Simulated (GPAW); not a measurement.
# TaAs (I4_1md) in GPAW: reference runs

How does TaAs come out in PBEsol? The cell is run as given.

Everything below comes from runs of GPAW 26.7.0. Logs are shortened: lines on timing, memory, paths and dates and some standing lists are left out, and cuts for length are marked. The log counts tension as positive stress, the text compression.

## Step 1: Starting point

It takes space group I4_1md (No. 109, tetragonal). The conventional cell has a = 3.444 Å, b = 3.444 Å, c = 11.736 Å, α = 90.00°, β = 90.00°, γ = 90.00°. Ta (site symmetry 2mm) has 6 As at 2.61 to 2.62 Å as nearest neighbours. As (site symmetry 2mm) is surrounded by 6 Ta at 2.61 to 2.62 Å.

The cell is a database's computed one.

## Step 2: Single point, PBEsol

The input, run.py:

```python
from ase import Atoms
from ase.dft.bandgap import bandgap
from ase.io import write
from ase.units import Bohr, GPa
from ase.parallel import parprint
from gpaw import GPAW, PW, setup_paths
from gpaw.elf import elf_from_dft_calculation

setup_paths.insert(0, '.')

atoms = Atoms(['Ta', 'Ta', 'As', 'As'],
              cell=[[-1.7218133622, 1.7218133622, 5.8679415361],
                    [1.7218133622, -1.7218133622, 5.8679415361],
                    [1.7218133622, 1.7218133622, -5.8679415361]],
              scaled_positions=[[0.4999673, 0.4999673, 0.0],
                                [0.2499673, 0.7499673, 0.5],
                                [0.08263212, 0.08263212, 0.0],
                                [0.83263212, 0.33263212, 0.5]],
              pbc=True)

calc = GPAW(mode=PW(600),
            xc='PBEsol',
            kpts={'size': (11, 11, 11), 'gamma': True},
            occupations={'name': 'fermi-dirac', 'width': 0.05},
            nbands=34,
            convergence={'density': 1e-05, 'energy': 1e-05},
            maxiter=150,
            txt='gpaw.txt')
atoms.calc = calc
energy = atoms.get_potential_energy()
forces = atoms.get_forces()
stress = atoms.get_stress()
calc.write('gs.gpw')
write('result.traj', atoms)
parprint(f'Energy: {energy:.6f} eV')
parprint('Forces (eV/A):')
parprint(forces.round(4))
parprint('Stress (GPa):', (stress / GPa).round(3))
parprint('Fermi level:', round(calc.get_fermi_level(), 4), 'eV')
parprint(f'Gap: {bandgap(calc)[0]:.4f} eV, direct: {bandgap(calc, direct=True)[0]:.4f} eV')

# fields on the real-space grid
write('density.cube', atoms, data=calc.get_pseudo_density() * Bohr**3)
write('potential.cube', atoms, data=calc.get_electrostatic_potential())
write('elf.cube', atoms, data=elf_from_dft_calculation(calc).data)
```

Potentials or basis: PAW data sets generated in the run's folder for this functional, pw.

The run is started by

```bash
$ gpaw-setup -f PBEsol As Ta
$ OMP_NUM_THREADS=1 mpirun -n 4 gpaw python run.py
```

gpaw.txt:

```text
__  _  _
 | _ |_)|_||  |
 |__||  | ||/\| - 26.7.0

Input parameters:
  mode=PW(ecut=600.0),
  convergence={'density': 1e-05, 'energy': 1e-05},
  kpts=MonkhorstPack(size=(11, 11, 11), gamma=True),
  maxiter=150,
  nbands=34,
  occupations=Occupations(name='fermi-dirac', width=0.05),
  xc=XC(name='PBEsol')

Diagonalizing LCAO Hamiltonian
Converting LCAO to pw mode

       Ta
        As

            Ta

       As

Atoms  # Å, Bohr magnetons
|   | symbol |         x |         y |        z |    initial magnetic moments |
|---|--------|-----------|-----------|----------|-----------------------------|
| 0 |     Ta |  0.000000 | -0.000000 | 5.867558 | ( 0.0000,  0.0000,  0.0000) |
| 1 |     Ta |  1.721813 |  0.000000 | 2.933587 | ( 0.0000,  0.0000,  0.0000) |
| 2 |     As |  0.000000 | -0.000000 | 0.969761 | ( 0.0000,  0.0000,  0.0000) |
| 3 |     As | -0.000000 |  1.721813 | 3.903732 | ( 0.0000,  0.0000,  0.0000) |

Unit cell  # Å
| periodic |         x |         y |         z |  lengths |     angles |
|----------|-----------|-----------|-----------|----------|------------|
|      yes | -1.721813 |  1.721813 |  5.867942 | 6.353111 | 148.550184 |
|      yes |  1.721813 | -1.721813 |  5.867942 | 6.353111 | 148.550184 |
|      yes |  1.721813 |  1.721813 | -5.867942 | 6.353111 |  45.073836 |

Number of symmetries: 4
Symmetry operations  # r_c * U_cc + t_c -> r_c
|   | kind |            matrix            |
|---|------|------------------------------|
| 0 |  σ   |  1, 1, 1,  0, 0,-1,  0,-1, 0 |
| 1 |  E   |  1, 0, 0,  0, 1, 0,  0, 0, 1 |
| 2 |  C2  |  0, 1, 0,  1, 0, 0, -1,-1,-1 |
| 3 |  σ   |  0, 0,-1,  1, 1, 1, -1, 0, 0 |

BZ-sampling:
  Number of BZ points: 1331
  Number of IBZ points: 216

  Monkhorst-Pack size: [11, 11, 11]
  Monkhorst-Pack shift: [0, 0, 0]

K-points  # in reciprocal-cell coordinates
|     |                                coordinates |     weight |
|-----|--------------------------------------------|------------|
|   0 | (  0.00000000,   0.00000000,   0.00000000) | 0.00075131 |
|   1 | (  0.09090909,  -0.09090909,  -0.09090909) | 0.00150263 |
|   2 | (  0.09090909,  -0.09090909,   0.00000000) | 0.00300526 |
|   3 | (  0.09090909,  -0.09090909,   0.09090909) | 0.00150263 |
|   4 | (  0.09090909,   0.00000000,  -0.09090909) | 0.00300526 |
|   5 | (  0.09090909,   0.00000000,   0.00000000) | 0.00300526 |
|   6 | (  0.09090909,   0.09090909,  -0.09090909) | 0.00150263 |
|   7 | (  0.18181818,  -0.18181818,  -0.18181818) | 0.00150263 |
|   8 | (  0.18181818,  -0.18181818,  -0.09090909) | 0.00300526 |
|   9 | (  0.18181818,  -0.18181818,   0.00000000) | 0.00300526 |
| ... |                                            |            |
| 215 | (  0.45454545,   0.45454545,   0.45454545) | 0.00601052 |

Plane wave coefficients: 2348
Cutoff: 600.0 eV

Spin-components: 1 (collinear spins)
Bands:           34
Projectors:      22
Spin-degeneracy: 2
Datatype:        complex128

Parallelization:
  kpt:    4
  domain: 1
  band:   1

Density:
  Valence electrons: 36.0
  Components: 1
  Grid points: [36 36 36]
  Charge: 0.0  # |e|

Potential:
  Grid points: [36 36 36]

species:
  Ta:
    name:    Tantalum
    Z:       73.0
    valence: 13
    core:    60
    charge:  0.0  # [|e|]
    compensation charges:
      type: gauss
      rc: 0.42  # [Å]
      lmax: 2
    cutoffs:
      filter: 2.36  # [Å]
      core: 3.45  # [Å]
    projectors
    | kind |    occ | energy [eV] | rcut [Å] |
    |------|--------|-------------|----------|
    |   5s |  2.000 |     -72.818 |    1.365 |
    |   6s |  2.000 |      -5.457 |    1.365 |
    |   5p |  6.000 |     -39.444 |    1.349 |
    |   6p |  0.000 |      -1.369 |    1.349 |
    |   5d |  3.000 |      -3.632 |    1.307 |
    |    d |        |      23.579 |    1.307 |

    Using partial waves for Ta as LCAO basis

  As:
    name:    Arsenic
    Z:       33.0
    valence: 5
    core:    28
    charge:  0.0  # [|e|]
    compensation charges:
      type: gauss
      rc: 0.33  # [Å]
      lmax: 2
    cutoffs:
      filter: 1.87  # [Å]
      core: 2.96  # [Å]
    projectors
    | kind |    occ | energy [eV] | rcut [Å] |
    |------|--------|-------------|----------|
    |   4s |  2.000 |     -14.495 |    1.058 |
    |   4p |  3.000 |      -5.197 |    1.058 |
    |    s |        |      12.716 |    1.058 |
    |    p |        |      22.014 |    1.058 |
    |    d |        |       0.000 |    1.058 |

    Using partial waves for As as LCAO basis

Reference energy: -971011.166776  # eV

eigensolver:
  PPCG
  Converge bands: occupied
  niter=2

density mixing:
  MSR1-Mixer
  Pratt-step length: 0.05
  Maximum mixing coefficient: 0.75
  Old densities: 10
  SVD Regularization: 0.005
  Good broyden scale: 1.0
  Trust region scale: 1.0
  Backstep threshold: 4.0
  History deletion threshold: 6.0
  Fourier metric: weight=20.0, sigma=0.015

occupation numbers:
  Fermi-Dirac:
    width: 0.0500  # eV

poisson solver:
  ecut: 4800.0  # eV

xc functional:
  name: PBEsol with 2 nearest neighbor stencil

convergence criteria:
- Maximum integral of absolute [dens]ity change: 1e-05 electrons / valence electron
- Maximum [total energy] change in last 3 cyles: 1e-05 eV / valence electron
- Maximum integral of absolute [eigenst]ate change: 4e-08 eV^2 / valence electron
maximum number of iterations: 150

SCF iterations
|iter     | |      energy | eigst |  dens |
|---------|-|-------------|-------|-------|
|iter:   1| |  -34.135261 | -0.01 |       |
|iter:   2| |  -34.066121 | -2.72 | -1.23 |
|iter:   3| |  -33.814181 | -1.70 | -1.27 |
|iter:   4| |  -33.823571 | -3.68 | -1.86 |
|iter:   5| |  -33.826671 | -3.84 | -2.20 |
|iter:   6| |  -33.826646 | -5.12 | -3.04 |
|iter:   7| |  -33.826647c| -6.86 | -3.81 |
|iter:   8| |  -33.826648c| -7.87c| -4.40 |
|iter:   9| |  -33.826647c| -8.25c| -4.21 |
|iter:  10| |  -33.826647c| -8.84c| -5.10c|

Converged in 10 steps
Energy contributions relative to reference atoms: (reference = -971011.166776)

Energy contributions:
  Kinetic:          35.273529
  Coulomb:         -33.617325
  Zero:             -0.564526
  External:          0.000000
  Xc:              -34.915966
  Entropy:          -0.004719
  Spinorbit:         0.000000
  ----------------------------
  Free energy:     -33.829007
  Extrapolated:    -33.826647

dipole moment: (-11.377829, -12.350678, 20.146791)  # |e|*Ang

Fermi level: 11.026
Eigenvalues  # (at kpt = [0.000, 0.000, 0.000])
| band index |      eig [eV] | occ [0-2] |
|------------|---------------|-----------|
|          0 |       -57.127 |     2.000 |
|        ... |               |           |
|         10 |         4.060 |     2.000 |
|         11 |         7.912 |     2.000 |
|         12 |         8.575 |     2.000 |
|         13 |         8.575 |     2.000 |
|         14 |         8.681 |     2.000 |
|         15 |         9.086 |     2.000 |
[... 8 lines left out ...]
|         24 |        15.118 |     0.000 |
|         25 |        15.118 |     0.000 |
|        ... |               |           |
|         33 |        23.104 |     0.000 |

No gap
No difference between direct/indirect transitions

Forces  # eV/Ang
|        x |        y |        z |
|----------|----------|----------|
|  0.00000 | -0.00000 |  0.02159 |  # Ta   0
| -0.00000 |  0.00000 |  0.02163 |  # Ta   1
| -0.00000 |  0.00000 | -0.02166 |  # As   2
|  0.00000 | -0.00000 | -0.02164 |  # As   3

Stress tensor  # eV/Ang^3
|         x |        y |         z |
|-----------|----------|-----------|
|  0.018565 | 0.000000 | -0.000000 |
|  0.000000 | 0.018565 |  0.000000 |
| -0.000000 | 0.000000 |  0.022984 |

# Writing to gs.gpw (mode='')
```

It took 3.3 min on 4 MPI ranks of Arm Neoverse V1, shared host; peak memory 0.35 GiB.

What came out:

* Free energy: -33.8290 eV
* Pressure: -3.2 GPa
* Largest force: 0.022 eV/Å
* Band gap on the k mesh: none (metal or under the smearing width)

Forces in eV/Å, atoms in the order of the input:
```
Ta   0.000  0.000  0.022
Ta   0.000  0.000  0.022
As   0.000  0.000 -0.022
As   0.000  0.000 -0.022
```

Stress tensor (GPa, compression positive):
```
-2.97  0.00  0.00
 0.00 -2.97  0.00
 0.00  0.00 -3.68
```

Caveat: the program warned that so skewed a cell can give wrong results.
